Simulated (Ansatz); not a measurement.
# AlCl2H4P: the cost of one run

Method: RKS PBE-D4/def2-SVP, in Ansatz 0.2.0.

## 1. The starting structure

Bond lengths: Al1–Cl3 2.230 Å, Al1–Cl4 2.230 Å, Al1–P5 2.580 Å, P5–H6 1.420 Å, P5–H7 1.420 Å. Angles: Cl3–Al1–Cl4 120.0°, Cl3–Al1–P5 97.0°, Cl4–Al1–P5 101.2°, Al1–P5–H6 109.5°, Al1–P5–H7 109.5°, H6–P5–H7 109.4°.

Coordinates:

```xyz
8

Al    0.0000    0.0000    0.0000
H     0.0000    0.0000    1.9100
Cl    1.9312    0.0000   -1.1150
Cl   -1.9312    0.0000   -1.1150
P     0.1078   -2.4460    0.8135
H    -0.6605   -3.2680   -0.0528
H     1.4574   -2.8876    0.8103
H     0.0430   -0.9763    1.9650
```

## 2. Pulling towards end A

Springs on the bonds that form and break draw the guess towards this end; the thresholds are loose.

The input, input.yaml:

```yaml
crystal:
  periodic: [false, false, false]
  atoms:
    - { symbol: Al, position_ang: [0.0, 0.0, 0.0] }
    - { symbol: H, position_ang: [0.0, 0.0, 1.91] }
    - { symbol: Cl, position_ang: [1.9312, 0.0, -1.115] }
    - { symbol: Cl, position_ang: [-1.9312, 0.0, -1.115] }
    - { symbol: P, position_ang: [0.1078, -2.446, 0.8135] }
    - { symbol: H, position_ang: [-0.6605, -3.268, -0.0528] }
    - { symbol: H, position_ang: [1.4574, -2.8876, 0.8103] }
    - { symbol: H, position_ang: [0.043, -0.9763, 1.965] }
basis:
  gaussian: { orbitals: def2-SVP }
hamiltonian:
  xc: pbe
  dispersion: d4
relax:
  f_tol: 0.15
  max_steps: 25
  restrain:
    - { distance: [0, 4], at: 3.48, k: 30.0 }
    - { distance: [7, 1], at: 1.86, k: 30.0 }
    - { distance: [0, 1], at: 1.56, k: 30.0 }
    - { distance: [7, 4], at: 1.42, k: 30.0 }
```

Started as:

```sh
$ ansatz run input.yaml --threads 2 --pin off --max-ram 3072MiB --backend cpu --events-out ev --progress --plain --runs-dir out
```

What time and memory should one allow on 2 threads of Intel Xeon Platinum 8259CL at 2.50GHz (Skylake/Cascade Lake), shared host?

About 14 s, with a peak of 0.15 GiB.
